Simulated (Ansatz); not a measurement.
# H6N3Pr (Pr(NH2)3): the cost of one run

Computed with Ansatz 0.2.0. Level: DFT PBE, plane waves, PAW, molecule in a box with 9 Å of vacuum.

4 further runs of the same task are left out: 2 for a known fault of the program, 2 that didn't finish.

### Step 1. The system as given

10 atoms, charge 0, spin multiplicity 1.

Bond lengths: Pr1–N2 2.280 Å, Pr1–N5 2.279 Å, Pr1–N8 2.280 Å, N2–H3 1.024 Å, N2–H4 1.024 Å, N5–H6 1.024 Å, N5–H7 1.024 Å, N8–H9 1.024 Å, N8–H10 1.024 Å. Angles: N2–Pr1–N5 118.4°, N2–Pr1–N8 118.7°, N5–Pr1–N8 119.2°, Pr1–N2–H3 127.2°, Pr1–N2–H4 127.8°, H3–N2–H4 104.9°, Pr1–N5–H6 128.8°, Pr1–N5–H7 126.1°, H6–N5–H7 105.0°, Pr1–N8–H9 127.1°, Pr1–N8–H10 127.8°, H9–N8–H10 104.9°.

Coordinates:

```xyz
10
charge 0, multiplicity 1
Pr   -0.00646    0.02865    0.28827
N     2.25740    0.01076    0.01851
H     2.87180   -0.80841    0.00082
H     2.87132    0.80565   -0.18151
N    -1.13846    1.95470   -0.16310
H    -2.14675    2.09688   -0.26812
H    -0.71987    2.86816   -0.36044
N    -1.12870   -1.95631    0.25616
H    -0.72156   -2.89572    0.23650
H    -2.13871   -2.10435    0.17292
```

Formal oxidation states: Pr +3. Each metal's 2 4f electrons lie in its core potential, so multiplicities, spins and levels count the valence alone. In the runs below they are in the valence, and the state is a triplet. An earlier session relaxed this geometry at B3LYP, Pr lcecp-1-SVP with ECP48, N def2-SVP, H def2-SVP (singlet, point group Cs).

### Step 2. Scalar-relativistic

Contents of input.yaml:

```yaml
crystal:
  lattice:
    - [14.02, 0.0, 0.0]
    - [0.0, 14.76, 0.0]
    - [0.0, 0.0, 9.65]
  atoms:
    - { symbol: Pr, position: [0.47362981, 0.50300542, 0.53354508], spin: 2.0 }
    - { symbol: "N", position: [0.63510342, 0.50179404, 0.50559067] }
    - { symbol: H, position: [0.67892653, 0.44629472, 0.50375751] }
    - { symbol: H, position: [0.67889301, 0.5556477, 0.48486321] }
    - { symbol: "N", position: [0.39288802, 0.63349661, 0.48677098] }
    - { symbol: H, position: [0.32097004, 0.64313008, 0.47588808] }
    - { symbol: H, position: [0.42274465, 0.69538482, 0.46632124] }
    - { symbol: "N", position: [0.39358488, 0.36852371, 0.53021762] }
    - { symbol: H, position: [0.42262411, 0.30487805, 0.52818031] }
    - { symbol: H, position: [0.32154351, 0.35849322, 0.52159171] }
basis:
  ecutwfc: 420
  ecutrho_ratio: 4
kpoints:
  mp_grid: { grid: [1, 1, 1] }
hamiltonian:
  xc: pbe
scf:
  occupations: { method: gaussian, width: 0.01 }
output:
  forces: true
  eigenvalues: true
  populations: true
  hubbard: { sites: [{ species: Pr, l: f }] }
magnetization:
  spin_polarized: true
```

On the command line:

```console
> ansatz run input.yaml --threads 2 --pin off --max-ram 5120MiB --backend cpu --events-out ev --progress --plain --runs-dir out
```

Q: Estimate wall time and peak memory on 2 threads of Intel Xeon at 2.80GHz (Skylake/Cascade Lake), shared host.

About 60 s, with a peak of 1.4 GiB.
